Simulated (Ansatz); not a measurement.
Geometry optimisation, DFT PBE, scalar-relativistic, plane waves, PAW (Ansatz).

Input file:

```yaml
accuracy: low
crystal:
  lattice:
    - [-3.65, -6.321985, 0.0]
    - [5.475, -3.160993, 0.0]
    - [0.0, 0.0, 11.4683]
  atoms:
    - { symbol: "Y", position: [0.75, 0.5, 0.0] }
    - { symbol: "Y", position: [0.5, 0.3333333, 0.25] }
    - { symbol: "Y", position: [0.75, 0.5, 0.5] }
    - { symbol: "Y", position: [0.5, 0.3333333, 0.75] }
    - { symbol: "Y", position: [0.5, 0.0, 0.0] }
    - { symbol: "Y", position: [0.25, 0.8333333, 0.25] }
    - { symbol: "Y", position: [0.5, 0.0, 0.5] }
    - { symbol: "Y", position: [0.25, 0.8333333, 0.75] }
    - { symbol: "Y", position: [0.25, 0.5, 0.0] }
    - { symbol: "Y", position: [0.0, 0.3333333, 0.25] }
    - { symbol: "Y", position: [0.25, 0.5, 0.5] }
    - { symbol: "Y", position: [0.0, 0.3333333, 0.75] }
    - { symbol: "Y", position: [0.0, 0.0, 0.0] }
    - { symbol: "Y", position: [0.75, 0.8333333, 0.25] }
    - { symbol: "Y", position: [0.0, 0.0, 0.5] }
    - { symbol: "Y", position: [0.75, 0.8333333, 0.75] }
    - { symbol: Li, position: [0.7564799, 0.495235, 0.8086959] }
basis:
  ecutwfc: 420.0
kpoints:
  mp_grid: { grid: [2, 2, 1] }
hamiltonian:
  xc: pbe
scf:
  occupations: { method: fermi_dirac, width: 0.05 }
  lower_state_search: "off"
relax:
  f_tol: 0.08
  max_steps: 25
  adjacent_minimum: "off"
output:
  write_density: true
  write_potential: true
  elf: true
  volumetric_format: npy
```

Run as:

```bash
$ ansatz run input.yaml --threads 2 --pin off --max-ram 5120MiB --backend cpu --events-out ev --progress --plain --runs-dir out
```

Where does it end, and by what steps?

The forces met the threshold. The threshold is loose, so the end isn't yet a minimum. The force dipped under the threshold on the way, but the program's further checks kept it going. Limits of this set-up: coarse k mesh, a small cell, in which the defect meets its images, low accuracy level. After 12 steps the energy has fallen by 2.812 eV; Li17 moved furthest, 1.14 Å. Joined: Y4–Y13 (5.10 → 4.53 Å), Y7–Y12 (5.10 → 3.89 Å), Y8–Li17 (4.24 → 3.05 Å), Y9–Li17 (4.22 → 3.20 Å), Y11–Y14 (5.10 → 4.54 Å), Y13–Li17 (4.22 → 3.46 Å).

```
step  energy less start (eV)  largest force component (eV/Å)  accepted
   0                  0.0000                           3.338       yes
   1                 -1.4511                           1.764       yes
   2                 -2.2837                           0.559       yes
   3                 -2.5114                           0.270       yes
   4                 -2.5646                           0.151       yes
   5                 -2.6138                           0.123       yes
   6                 -2.6700                           0.127       yes
   7                 -2.7281                           0.106       yes
   8                 -2.7825                           0.065       yes
   9                 -2.7825                           0.065       yes
  10                 -2.7980                           0.098       yes
  11                 -2.7944                           0.119        no
  12                 -2.8119                           0.061       yes
```

```xyz
17
Lattice="-3.6500 -6.3220 0.0000 5.4750 -3.1610 0.0000 0.0000 0.0000 11.4683" Properties=species:S:1:pos:R:3
Y 0.160 -6.200 0.409
Y -0.016 -4.031 2.888
Y -0.082 -6.257 5.964
Y 0.050 -4.491 8.874
Y -1.880 -3.009 -0.064
Y 3.732 -4.014 2.606
Y -1.531 -3.034 5.798
Y 3.449 -4.059 8.608
Y 1.732 -2.910 0.051
Y 1.877 -0.899 3.027
Y 1.936 -3.378 5.561
Y 1.103 -1.399 8.139
Y 0.231 0.191 -0.181
Y 1.888 -7.150 3.034
Y -0.138 0.172 5.566
Y 2.270 -7.430 8.345
Li -0.233 -7.456 9.460
```

Whether the end is a true minimum wasn't checked by a vibrational analysis.

Run time: 120 s on 2 threads of Intel(R) Xeon(R) Platinum 8488C (Sapphire Rapids), on a shared host, peak memory 1 GiB.
